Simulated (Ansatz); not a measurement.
# F₂H₃OScSi: how energies converge with the basis set

An exercise on one series of results from a longer session: the logs are not shown, and one member is left open.

Computed with Ansatz 0.2.0, Gaussian basis. Level: one geometry, several basis sets.

Levels to be run: PBE0-D4/def2-SVP; ωB97M-V/def2-SVP; PBE0-D4/def2-QZVPP; ωB97M-V/def2-QZVPP; the functionals' def2-TZVPP values are taken from earlier runs.

### Structure used throughout

The geometry comes from an earlier relaxation with PBE0-D4 in a triple-zeta def2 set; it is a stationary point, not always the lowest conformer.

SMILES `[F][Sc]([F])[O][SiH3]`, 8 atoms, charge 0, spin multiplicity 1.

Atoms are counted from 1 here; the program's logs count them from 0.

Bond lengths: F1–Sc2 1.843 Å, Sc2–F3 1.843 Å, Sc2–O4 1.879 Å, O4–Si5 1.634 Å, Si5–H6 1.488 Å, Si5–H7 1.487 Å, Si5–H8 1.488 Å. Angles: F1–Sc2–F3 119.8°, F1–Sc2–O4 120.0°, F3–Sc2–O4 120.1°, Sc2–O4–Si5 179.3°, O4–Si5–H6 110.1°, O4–Si5–H7 110.4°, O4–Si5–H8 109.9°, H6–Si5–H7 108.7°, H6–Si5–H8 108.9°, H7–Si5–H8 108.8°.

The first run:

Input file in.yaml:

```yaml
crystal:
  periodic: [false, false, false]
  atoms:
    - {symbol: F, position_ang: [1.614982, -1.057094, 2.653952]}
    - {symbol: Sc, position_ang: [1.248892, -1.232638, 0.856713]}
    - {symbol: F, position_ang: [2.067732, -2.563144, -0.120266]}
    - {symbol: O, position_ang: [0.045646, -0.054793, 0.022699]}
    - {symbol: Si, position_ang: [-0.999265, 0.982232, -0.687198]}
    - {symbol: H, position_ang: [-2.232219, 1.109479, 0.135409]}
    - {symbol: H, position_ang: [-1.376329, 0.492566, -2.040182]}
    - {symbol: H, position_ang: [-0.369438, 2.323382, -0.821137]}
basis:
  gaussian: {orbitals: def2-SVP}
hamiltonian: {xc: pbe0, dispersion: d4}
output: {orbitals: {seedname: orbitals}}
```

Launch:

```
$ ansatz run in.yaml --threads 4 --pin off --events-out ev --progress --plain --max-ram 10444MiB
```

Among the steps run: PBE0-D4 in def2-SVP; ωB97M-V in def2-SVP; PBE0-D4 in def2-QZVPP; ωB97M-V in def2-QZVPP.

One of the session's tables, all rows but one given; the rest of the session is left out.

It belongs to the step «Functionals by basis». 

| functional | basis | HOMO (eV) | LUMO (eV) |
| --- | --- | --- | --- |
| PBE0-D4 | def2-SVP | ? | ? |
| PBE0-D4 | def2-TZVPP | -8.84 | -2.42 |
| PBE0-D4 | def2-QZVPP | -8.84 | -2.40 |
| ωB97M-V | def2-SVP | -10.95 | -0.59 |
| ωB97M-V | def2-TZVPP | -11.14 | -0.88 |
| ωB97M-V | def2-QZVPP | -11.14 | -0.87 |

Q: Estimate the row for PBE0-D4, def2-SVP from the others.

**Answer.** HOMO (eV): -8.69; LUMO (eV): -2.25. In the column «HOMO (eV)» it is the highest.
